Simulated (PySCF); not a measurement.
# C3H7NSi: the cost of one run

Computed with PySCF 2.14.0, with density-fitted response routines of our own, on a single molecule in the gas phase. Atoms are numbered from 0 throughout.

### 1 Starting geometry

12 atoms, charge 0, multiplicity 1; geometry from: GFN2-xTB. The atoms were then displaced at random by about 0.01 Å, so the start is not that level's minimum.

Bonds of the start (Å): N0–C1 1.29, C1–C2 1.47, C2–C3 1.51, C3–Si4 1.90, Si4–C2 1.90, N0–H5 1.02, C1–H6 1.09, C2–H7 1.10, C3–H8 1.10, C3–H9 1.07, Si4–H10 1.44, Si4–H11 1.45.

### 2 Optimising the geometry at PBE0-D3(BJ)/def2-SVP

What the job is given:

```
{"job": {"xc": "PBE0", "basis": "def2-SVP", "d3": "d3bj", "grid": 1, "shake": 0.01, "kind": "geom"}, "charge": 0, "multiplicity": 1}
N      2.266150    -1.211420     0.150120
C      1.206730    -0.548380     0.483250
C      0.239630     0.150640    -0.370520
C     -0.612980     1.230920     0.252540
Si    -1.600720    -0.317790    -0.233370
H      2.423100    -1.178790    -0.860880
H      1.003240    -0.536010     1.551660
H      0.646430     0.368500    -1.365700
H     -0.456310     1.440590     1.320310
H     -0.740770     2.139070    -0.305860
H     -2.368060    -0.312590    -1.449300
H     -1.966750    -1.253020     0.818720
```

Run with:

```console
OMP_NUM_THREADS=1 python probes_run.py task.json out
```

One launch serves the whole session: the jobs run in the order shown.

**Question.** How long does this first job take on 1 thread of Arm Neoverse V1, shared host, and how much memory does it need?

About 31 s, with a peak of 0.46 GiB.
